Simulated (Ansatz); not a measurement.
**C₂H₉NSSi: up Jacob's ladder to CCSD(T)**

An exercise on one series of results from a longer session: the logs are not shown, and one member is left open.

Computed with Ansatz 0.2.0, Gaussian basis. Level: functionals in def2-TZVPP, the program's frozen cores in correlated methods.

Levels to be run: PBE-D4, r2SCAN-D4, PBE0-D4, B3LYP-D4, ωB97X-V, ωB97M-V, B2PLYP; CCSD(T)/def2-TZVPP; MP2/def2-QZVPP; extrapolation to the limit.

### The geometry

All runs share one geometry, relaxed beforehand with PBE0-D4 in a triple-zeta def2 set.

SMILES `CNC([SiH3])S`, 14 atoms, charge 0, spin multiplicity 1.

Atoms are counted from 1 here; the program's logs count them from 0.

Bond lengths: C1–N2 1.449 Å, C1–H6 1.102 Å, C1–H7 1.091 Å, C1–H8 1.092 Å, N2–C3 1.451 Å, N2–H9 1.014 Å, C3–Si4 1.896 Å, C3–S5 1.808 Å, C3–H10 1.106 Å, Si4–H11 1.485 Å, Si4–H12 1.485 Å, Si4–H13 1.490 Å, S5–H14 1.345 Å. Angles: N2–C1–H6 113.6°, N2–C1–H7 109.3°, N2–C1–H8 110.1°, H6–C1–H7 108.4°, H6–C1–H8 107.7°, H7–C1–H8 107.5°, C1–N2–C3 113.3°, C1–N2–H9 110.4°, C3–N2–H9 108.7°, N2–C3–Si4 112.5°, N2–C3–S5 111.3°, N2–C3–H10 113.0°, Si4–C3–S5 107.7°, Si4–C3–H10 109.3°, S5–C3–H10 102.5°, C3–Si4–H11 109.2°, C3–Si4–H12 108.0°, C3–Si4–H13 111.9° and more.

Coordinates:

```
C    -1.05045    1.10980    1.13627
N     0.21992    0.97568    0.45235
C     0.15535    0.12114   -0.71809
Si    0.22247   -1.72117   -0.27488
S     1.51610    0.46314   -1.85862
H    -1.86739    1.46257    0.48549
H    -0.94130    1.81159    1.96446
H    -1.35360    0.14847    1.55696
H     0.56760    1.88538    0.17079
H    -0.73515    0.31403   -1.34433
H    -0.06993   -2.52527   -1.48843
H     1.58688   -2.02396    0.22821
H    -0.76896   -2.07443    0.77922
H     2.50545    0.02384   -1.06059
```

The first run:

Contents of in.yaml:

```yaml
crystal:
  periodic: [false, false, false]
  atoms:
    - {symbol: C, position_ang: [-1.050446, 1.109795, 1.136267]}
    - {symbol: N, position_ang: [0.219923, 0.975682, 0.452346]}
    - {symbol: C, position_ang: [0.155349, 0.121143, -0.718087]}
    - {symbol: Si, position_ang: [0.222471, -1.721172, -0.274884]}
    - {symbol: S, position_ang: [1.516103, 0.463142, -1.858622]}
    - {symbol: H, position_ang: [-1.867392, 1.462570, 0.485487]}
    - {symbol: H, position_ang: [-0.941305, 1.811586, 1.964462]}
    - {symbol: H, position_ang: [-1.353597, 0.148467, 1.556965]}
    - {symbol: H, position_ang: [0.567599, 1.885380, 0.170789]}
    - {symbol: H, position_ang: [-0.735145, 0.314027, -1.344332]}
    - {symbol: H, position_ang: [-0.069929, -2.525268, -1.488434]}
    - {symbol: H, position_ang: [1.586880, -2.023960, 0.228211]}
    - {symbol: H, position_ang: [-0.768962, -2.074432, 0.779219]}
    - {symbol: H, position_ang: [2.505449, 0.023839, -1.060588]}
basis:
  gaussian: {orbitals: def2-TZVPP}
hamiltonian: {xc: pbe, dispersion: d4}
output: {forces: true, orbitals: {seedname: orbitals}}
```

Command:

```console
ansatz run in.yaml --threads 4 --pin off --events-out ev --progress --plain --max-ram 10444MiB
```

Among the steps run: PBE-D4 (GGA); r2SCAN-D4 (meta-GGA); PBE0-D4 (hybrid); B3LYP-D4 (hybrid); ωB97X-V (range-separated); ωB97M-V (range-separated); B2PLYP (double hybrid); CCSD(T) in def2-TZVPP; MP2 in def2-QZVPP.

One of the session's tables, all rows but one given; the rest of the session is left out.

| method | atomisation energy (eV) |
| --- | --- |
| PBE-D4 | 50.042 |
| r2SCAN-D4 | 49.252 |
| PBE0-D4 | 49.356 |
| B3LYP-D4 | 49.391 |
| ωB97X-V | 49.618 |
| ωB97M-V | 49.556 |
| B2PLYP | 48.661 |
| HF/def2-TZVPP | 35.343 |
| MP2/def2-TZVPP | 48.247 |
| CCSD/def2-TZVPP | 47.287 |
| CCSD(T)/def2-TZVPP | 47.975 |
| MP2/CBS | ? |
| CCSD(T)/CBS | 49.331 |

**Question.** Estimate the row for MP2/CBS.

**Answer.** atomisation energy (eV): 49.603. In the column «atomisation energy (eV)» it lies between ωB97M-V (49.556) and ωB97X-V (49.618).
